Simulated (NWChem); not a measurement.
# the pair SiH3Cl···CH3FO: a chain of runs

Wanted: a single-point energy (singlet CH6ClFOSi, BLYP-D3(0)/STO-3G), then the energy (singlet SiH3Cl, BLYP-D3(0)/STO-3G), then the energy (singlet CH3FO, BLYP-D3(0)/STO-3G), then the energy (singlet SiH3Cl, BLYP-D3(0)/STO-3G), then a single-point energy (singlet CH3FO, BLYP-D3(0)/STO-3G) of CH6ClFOSi and its partners. 

Program for the calculation: NWChem 7.3.0.

## (1) The structure to begin with

The species is CH6ClFOSi (11 atoms), meant as a singlet with charge 0. The two molecules were placed rigidly side by side, at 0.9 times their contact distance; the pair isn't optimised.

Bond lengths: Si1–Cl2 2.054 Å, O6–C7 1.370 Å, C7–F8 1.381 Å, Si1–H3 1.481 Å, Si1–H4 1.481 Å, Si1–H5 1.481 Å, O6–H9 0.962 Å, C7–H10 1.096 Å, C7–H11 1.091 Å. Some angles: O6–C7–F8 111.1°, Cl2–Si1–H3 108.5°, Cl2–Si1–H4 108.5°, Cl2–Si1–H5 108.5°, O6–C7–H10 112.9°, O6–C7–H11 107.4°, F8–C7–H10 106.3°, F8–C7–H11 107.8°, C7–O6–H9 109.3°, H3–Si1–H4 110.4°.

## (2) A single-point energy at BLYP-D3(0)/STO-3G (run 1)

Input file job.nw:

```
start job
title "CH6ClFOSi energy"
memory total 2200 mb

geometry noautosym nocenter noautoz
 Si   -0.121980    0.033300   -0.022600
 Cl    1.828320   -0.498800    0.338200
 H    -0.960880   -0.473600    1.087400
 H    -0.544680   -0.571000   -1.306600
 H    -0.200780    1.510100   -0.096400
 O    -1.806000    3.274320   -0.703030
 C    -2.768180    3.493130    0.246800
 F    -3.232340    4.792750    0.193700
 H    -1.004950    3.746990   -0.458270
 H    -2.402540    3.339280    1.268800
 H    -3.605260    2.830850    0.020990
end

basis spherical bse
 * library STO-3G
end

dft
 xc becke88 lyp
 disp vdw 3
 grid fine
 convergence energy 1e-08
 maxiter 100
 mulliken
 print low
end

task dft energy
```

Command:

```
$ nwchem job.nw > job.out
```

The program printed:

```text
[...]
 d= 0,ls=0.0,diis     1   -954.7400527644 -1.21D+03  6.57D-02  1.04D+00     0.8
[...]
 d= 0,ls=0.0,diis     8   -954.9324107499 -5.43D-09  8.62D-06  7.10D-08     4.3
         Total DFT energy =     -954.932410749878
      One electron energy =    -1835.550209950525
           Coulomb energy =      699.419935993666
    Exchange-Corr. energy =      -75.854022444520
 Nuclear repulsion energy =      257.059348635475
    Dispersion correction =       -0.007462983975
[...]
      Total Density - Mulliken Population Analysis
     ---------------------------------------------
    Atom       Charge   Shell Charges
 -----------   ------   -------------------------------------------------------
    1 Si  14    13.37   2.00  1.98  5.87  1.28  2.24
    2 Cl  17    17.33   2.00  2.00  5.99  1.99  5.36
    3 H    1     1.10   1.10
    4 H    1     1.10   1.10
    5 H    1     1.10   1.10
    6 O    8     8.27   2.00  1.83  4.44
    7 C    6     5.96   1.99  1.17  2.79
    8 F    9     9.11   2.00  1.96  5.15
    9 H    1     0.79   0.79
   10 H    1     0.94   0.94
[...]
```

Wall time 5.1 s (1 thread of Intel Xeon Platinum 8488C (Sapphire Rapids), shared host); peak memory 0.12 GiB.

## (3) SiH3Cl: a single-point energy at BLYP-D3(0)/STO-3G (run 2)

Input file work.nw:

```
start work
title "ClH3Si"
memory total 2200 mb
charge 0

geometry units angstroms noautosym nocenter noautoz
 Si      -0.121980       0.033300      -0.022600
 Cl       1.828320      -0.498800       0.338200
 H       -0.960880      -0.473600       1.087400
 H       -0.544680      -0.571000      -1.306600
 H       -0.200780       1.510100      -0.096400
end

basis spherical bse
 * library STO-3G
end

dft
 xc becke88 lyp
 mult 1
 disp vdw 3
 grid fine
 convergence energy 1e-08
 maxiter 100
 mulliken
 noprint "final vectors analysis"
end

task dft energy
```

Command:

```
$ nwchem work.nw > work.out
```

The program printed:

```text
[...]
          Wavefunction type:  closed shell.
          No. of atoms     :     5
          No. of electrons :    34
[...]
          Charge           :     0
          Spin multiplicity:     1
[...]
          AO basis - number of functions:    21
[...]
              XC Information
              --------------
                    Becke 1988 Exchange Functional  1.000
              Lee-Yang-Parr Correlation Functional  1.000
[...]
 d= 0,ls=0.0,diis     1   -743.0156101227 -8.29D+02  6.58D-02  2.09D-01     0.3
[...]
 d= 0,ls=0.0,diis     7   -743.0644887984 -1.45D-10  1.81D-07  3.96D-12     1.2
         Total DFT energy =     -743.064488798359
      One electron energy =    -1201.630387962419
           Coulomb energy =      422.401637613613
    Exchange-Corr. energy =      -50.170150432705
 Nuclear repulsion energy =       86.337224470250
    Dispersion correction =       -0.002812487097
[...]
      Total Density - Mulliken Population Analysis
     ---------------------------------------------
    Atom       Charge   Shell Charges
 -----------   ------   -------------------------------------------------------
    1 Si  14    13.37   2.00  1.98  5.87  1.27  2.24
    2 Cl  17    17.33   2.00  2.00  5.99  1.99  5.35
    3 H    1     1.10   1.10
    4 H    1     1.10   1.10
    5 H    1     1.10   1.10
[...]
```

It took 1.8 s on 1 thread of Intel Xeon Platinum 8488C (Sapphire Rapids), shared host; peak memory 0.11 GiB.

## (4) CH3FO: a single-point energy at BLYP-D3(0)/STO-3G (run 3)

Input file job.nw:

```
start job
title "CH3FO"
memory 2200 mb
geometry units atomic noautosym nocenter noautoz
  O   -3.41284538   6.18756804  -1.32853416
  C   -5.23110206   6.60105902   0.46638441
  F   -6.10823734   9.05698488   0.36603995
  H   -1.89908027   7.08078489  -0.86600479
  H   -4.54014260   6.31032465   2.39768451
  H   -6.81295401   5.34953120   0.03966535
end
basis spherical bse
  * library STO-3G
end
dft
  xc becke88 lyp
  disp vdw 3
  grid fine
  convergence energy 1e-08
  iterations 100
  mulliken
  print low
end
task dft energy
```

Command:

```
$ nwchem job.nw > job.out
```

The program printed:

```text
[...]
 d= 0,ls=0.0,diis     1   -211.7214994705 -2.91D+02  1.18D-01  8.29D-01     0.2
[...]
 d= 0,ls=0.0,diis     8   -211.8649755271 -9.22D-10  6.23D-06  9.45D-09     1.1
         Total DFT energy =     -211.864975527129
      One electron energy =     -451.532852079136
           Coulomb energy =      185.913384708664
    Exchange-Corr. energy =      -25.683789103203
 Nuclear repulsion energy =       79.440309009678
    Dispersion correction =       -0.002028063132
[...]
      Total Density - Mulliken Population Analysis
     ---------------------------------------------
    Atom       Charge   Shell Charges
 -----------   ------   -------------------------------------------------------
    1 O    8     8.27   2.00  1.83  4.44
    2 C    6     5.96   1.99  1.17  2.79
    3 F    9     9.11   2.00  1.96  5.15
    4 H    1     0.79   0.79
    5 H    1     0.95   0.95
    6 H    1     0.92   0.92
[...]
```

It took 1.7 s on 1 thread of Intel Xeon Platinum 8488C (Sapphire Rapids), shared host; peak memory 0.12 GiB.

## (5) SiH3Cl among ghost functions: a single-point energy at BLYP-D3(0)/STO-3G (with ghost functions) (run 4)

Input file clh3si.nw:

```
start clh3si
title "ClH3Si BLYP"
memory stack 880 mb heap 220 mb global 1100 mb

geometry units angstroms noautosym nocenter noautoz
 Si      -0.121980       0.033300      -0.022600
 Cl       1.828320      -0.498800       0.338200
 H       -0.960880      -0.473600       1.087400
 H       -0.544680      -0.571000      -1.306600
 H       -0.200780       1.510100      -0.096400
 bqO     -1.806000     3.274320    -0.703030
 bqC     -2.768180     3.493130     0.246800
 bqF     -3.232340     4.792750     0.193700
 bqH     -1.004950     3.746990    -0.458270
 bqH     -2.402540     3.339280     1.268800
 bqH     -3.605260     2.830850     0.020990
end

basis "ao basis" spherical bse
 Si library STO-3G
 Cl library STO-3G
 H library STO-3G
 bqO library O STO-3G
 bqC library C STO-3G
 bqF library F STO-3G
 bqH library H STO-3G
end

dft
 xc becke88 lyp
 disp vdw 3
 grid fine
 convergence energy 1e-08
 maxiter 100
 mulliken
 print low
end

task dft energy
```

Command:

```
$ nwchem clh3si.nw > clh3si.out
```

The program printed:

```text
[...]
 d= 0,ls=0.0,diis     1   -743.0157540428 -8.29D+02  3.55D-02  2.09D-01     0.8
[...]
 d= 0,ls=0.0,diis     7   -743.0647095904 -1.43D-10  9.62D-08  3.91D-12     3.6
         Total DFT energy =     -743.064709590388
      One electron energy =    -1201.620315472081
           Coulomb energy =      422.390582741099
    Exchange-Corr. energy =      -50.169388842558
 Nuclear repulsion energy =       86.337224470250
    Dispersion correction =       -0.002812487097
[...]
      Total Density - Mulliken Population Analysis
     ---------------------------------------------
    Atom       Charge   Shell Charges
 -----------   ------   -------------------------------------------------------
    1 Si  14    13.37   2.00  1.98  5.87  1.28  2.24
    2 Cl  17    17.33   2.00  2.00  5.99  1.99  5.35
    3 H    1     1.10   1.10
    4 H    1     1.10   1.10
    5 H    1     1.10   1.10
    6 X    0     0.00   0.00  0.00  0.00
    7 X    0     0.00   0.00  0.00  0.00
    8 X    0     0.00   0.00  0.00  0.00
    9 X    0     0.00   0.00
   10 X    0     0.00   0.00
[...]
```

Wall time 4.5 s (1 thread of Intel Xeon Platinum 8488C (Sapphire Rapids), shared host); peak memory 0.12 GiB.

## (6) CH3FO among ghost functions: a single-point energy at BLYP-D3(0)/STO-3G (with ghost functions) (run 5)

Input file test.nw:

```
start test
title "CH3FO"
memory total 2200 mb
geometry units au noautosym nocenter noautoz
   O  -3.41284538  6.18756804 -1.32853416
   C  -5.23110206  6.60105902  0.46638441
   F  -6.10823734  9.05698488  0.36603995
   H  -1.89908027  7.08078489 -0.86600479
   H  -4.54014260  6.31032465  2.39768451
   H  -6.81295401  5.34953120  0.03966535
   bqSi    -0.230509     0.062928    -0.042708
   bqCl     3.455024    -0.942595     0.639105
   bqH     -1.815800    -0.894974     2.054888
   bqH     -1.029296    -1.079034    -2.469116
   bqH     -0.379419     2.853675    -0.182170
end
basis spherical bse
   O library STO-3G
   C library STO-3G
   F library STO-3G
   H library STO-3G
   bqSi library Si STO-3G
   bqCl library Cl STO-3G
   bqH library H STO-3G
end
dft
   xc becke88 lyp
   disp vdw 3
   grid fine
   convergence energy 1e-08
   iterations 100
   mulliken
   noprint "final vectors analysis"
end
task dft
```

Command:

```
$ nwchem test.nw > test.out
```

The program printed:

```text
[...]
          Wavefunction type:  closed shell.
          No. of atoms     :    11
          No. of electrons :    26
[...]
          Charge           :     0
          Spin multiplicity:     1
[...]
          AO basis - number of functions:    39
[...]
              XC Information
              --------------
                    Becke 1988 Exchange Functional  1.000
              Lee-Yang-Parr Correlation Functional  1.000
[...]
 d= 0,ls=0.0,diis     1   -211.7228735919 -2.91D+02  5.46D-02  8.28D-01     0.7
[...]
 d= 0,ls=0.0,diis     8   -211.8661846918 -9.03D-10  2.89D-06  9.19D-09     3.9
         Total DFT energy =     -211.866184691809
      One electron energy =     -451.513813117318
           Coulomb energy =      185.890857155238
    Exchange-Corr. energy =      -25.681509676275
 Nuclear repulsion energy =       79.440309009678
    Dispersion correction =       -0.002028063132
[...]
      Total Density - Mulliken Population Analysis
     ---------------------------------------------
    Atom       Charge   Shell Charges
 -----------   ------   -------------------------------------------------------
    1 O    8     8.27   2.00  1.83  4.44
    2 C    6     5.96   1.99  1.17  2.79
    3 F    9     9.11   2.00  1.96  5.15
    4 H    1     0.79   0.79
    5 H    1     0.94   0.94
    6 H    1     0.92   0.92
    7 X    0     0.00   0.00  0.00 -0.00  0.00  0.00
    8 X    0     0.00   0.00  0.00 -0.00  0.00  0.00
    9 X    0     0.00   0.00
   10 X    0     0.00   0.00
[...]
```

Wall time 4.5 s (1 thread of Intel Xeon Platinum 8488C (Sapphire Rapids), shared host); peak memory 0.12 GiB.

## (7) Summary of results

| quantity | value |
| --- | --- |
| run 1, BLYP-D3(0)/STO-3G: total energy | -954.93241 Eh |
| run 1, BLYP-D3(0)/STO-3G: dispersion energy | -19.59 kJ/mol |
| SiH3Cl: total energy | -743.06449 Eh |
| SiH3Cl: dipole moment | 2.37 D |
| SiH3Cl: dispersion energy | -7.38 kJ/mol |
| CH3FO: total energy | -211.86498 Eh |
| CH3FO: dispersion energy | -5.32 kJ/mol |
| SiH3Cl among ghost functions: total energy | -743.06471 Eh |
| SiH3Cl among ghost functions: dispersion energy | -7.38 kJ/mol |
| CH3FO among ghost functions: total energy | -211.86618 Eh |
| CH3FO among ghost functions: dipole moment | 1.21 D |
| CH3FO among ghost functions: dispersion energy | -5.32 kJ/mol |
| interaction energy of the rigid parts SiH3Cl and CH3FO (parts in their own basis; closest atoms 2.40 Å apart) | -0.080 eV |
| interaction energy of the rigid parts SiH3Cl and CH3FO (parts in the whole basis, counterpoise; closest atoms 2.40 Å apart) | -0.041 eV |

What this shows: The interaction energy of the rigid parts SiH3Cl and CH3FO (parts in their own basis; closest atoms 2.40 Å apart) is −0.08 eV (−7.7 kJ/mol): the parts attract. Without counterpoise this holds the superposition error of the basis. The interaction energy of the rigid parts SiH3Cl and CH3FO (parts in the whole basis, counterpoise; closest atoms 2.40 Å apart) is −0.04 eV (−4.0 kJ/mol): the parts attract. The basis-set superposition error is 3.8 kJ/mol. Mulliken charges (run 1, BLYP-D3(0)/STO-3G) run from -0.33 on Cl2 to +0.63 on Si1. Mulliken charges (SiH3Cl) run from -0.33 on Cl2 to +0.63 on Si1. Mulliken charges (CH3FO) run from -0.27 on O1 to +0.21 on H4; they depend strongly on the basis.
